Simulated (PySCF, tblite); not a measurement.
# C5H7O2PSi: geometry, infrared bands and NMR shifts

Wanted: the infrared bands and NMR shifts of C5H7O2PSi (`CC(=O)c1ocpc1[SiH3]`), by calculation.

Programs: tblite 0.8.0 and PySCF 2.14.0, with density-fitted response routines of our own. Each step states its level of theory. These are calculated values for one molecule in the gas phase, unless marked as measured. Atoms count from 0, in the outputs and in this text.

## 1. The starting structure

16 atoms, charge 0, multiplicity 1; geometry from: force field or distance geometry start.

Bonds of the start (Å): C0–C1 1.50, C1–O2 1.24, C1–C3 1.46, C3–O4 1.38, O4–C5 1.36, C5–P6 1.83, P6–C7 1.85, C7–Si8 1.88, C7–C3 1.40, C0–H9 1.10, C0–H10 1.10, C0–H11 1.10, C5–H12 1.09, Si8–H13 1.49, Si8–H14 1.48, Si8–H15 1.48.

## 2. Geometry optimisation with GFN2-xTB

Job settings and geometry (Å):

```
{"job": {"kind": "relax", "xc": "GFN2-xTB", "basis": "xTB"}, "charge": 0, "multiplicity": 1}
C     -2.143200    -1.353400     0.503500
C     -0.717800    -1.138000     0.085400
O     -0.007800    -2.114700    -0.208200
C     -0.227100     0.240600     0.081000
O     -1.136800     1.204600     0.468000
C     -0.590600     2.450900     0.420100
P      1.158900     2.616500    -0.086200
C      1.033900     0.771200    -0.227000
Si     2.530400    -0.228700    -0.779100
H     -2.309800    -0.998200     1.532000
H     -2.394600    -2.419300     0.465900
H     -2.821300    -0.826100    -0.182400
H     -1.251600     3.260800     0.712700
H      2.247100    -0.946800    -2.050700
H      2.935400    -1.174100     0.279700
H      3.687400     0.663500    -1.026000
```

Run with:

```
> OMP_NUM_THREADS=1 python probes_run.py task.json out
```

This one command runs all jobs of the session in turn.

**Question.** This job is followed by: GFN2-xTB harmonic vibrations, gas phase; GIAO PBE0/pcSseg-1 NMR shielding, non-relativistic, gas phase. What will the session give for the following? strongest single infrared mode (GFN2-xTB); zero-point energy (GFN2-xTB); ¹³C shifts against TMS (PBE0/pcSseg-1); ¹H shifts against TMS (PBE0/pcSseg-1, means over atoms taken as alike); ¹⁷O shifts against H2O (PBE0/pcSseg-1); ³¹P shifts against H3PO4 (PBE0/pcSseg-1); ²⁹Si shifts against TMS (PBE0/pcSseg-1).

**Answer**, as computed:

| quantity | value |
| --- | --- |
| strongest single infrared mode (GFN2-xTB) | 2312 cm⁻¹, 361 km/mol |
| zero-point energy (GFN2-xTB) | 65.1 kcal/mol |
| ¹³C shifts against TMS (PBE0/pcSseg-1) | 195.4, 192.3, 168.7, 158.6, 28.2 ppm |
| ¹H shifts against TMS (PBE0/pcSseg-1, means over atoms taken as alike) | 9.20, 4.71, 2.70 ppm |
| ¹⁷O shifts against H2O (PBE0/pcSseg-1) | 617.6, 361.6 ppm |
| ³¹P shifts against H3PO4 (PBE0/pcSseg-1) | 168.2 ppm |
| ²⁹Si shifts against TMS (PBE0/pcSseg-1) | -82.9 ppm |

In words: The optimisation took 50 steps and gained 0.642 eV; among the close pairs (by a distance rule), C5–P6 changed most, from 1.829 to 1.718 Å. All 42 modes are real, so the xTB geometry is a minimum. The strongest single mode, at 2312 cm⁻¹, moves mainly H14 and H13. GFN2-xTB is a fitted tight-binding method: band positions and strengths are rough. Its intensities can rank the bands wrongly. At PBE0/pcSseg-1: The largest span, 1129 ppm, is at O2, where the paramagnetic term is -686 ppm. NICS(1)zz of -26 ppm above the planar ring from C3 marks a diatropic (aromatic) ring current.
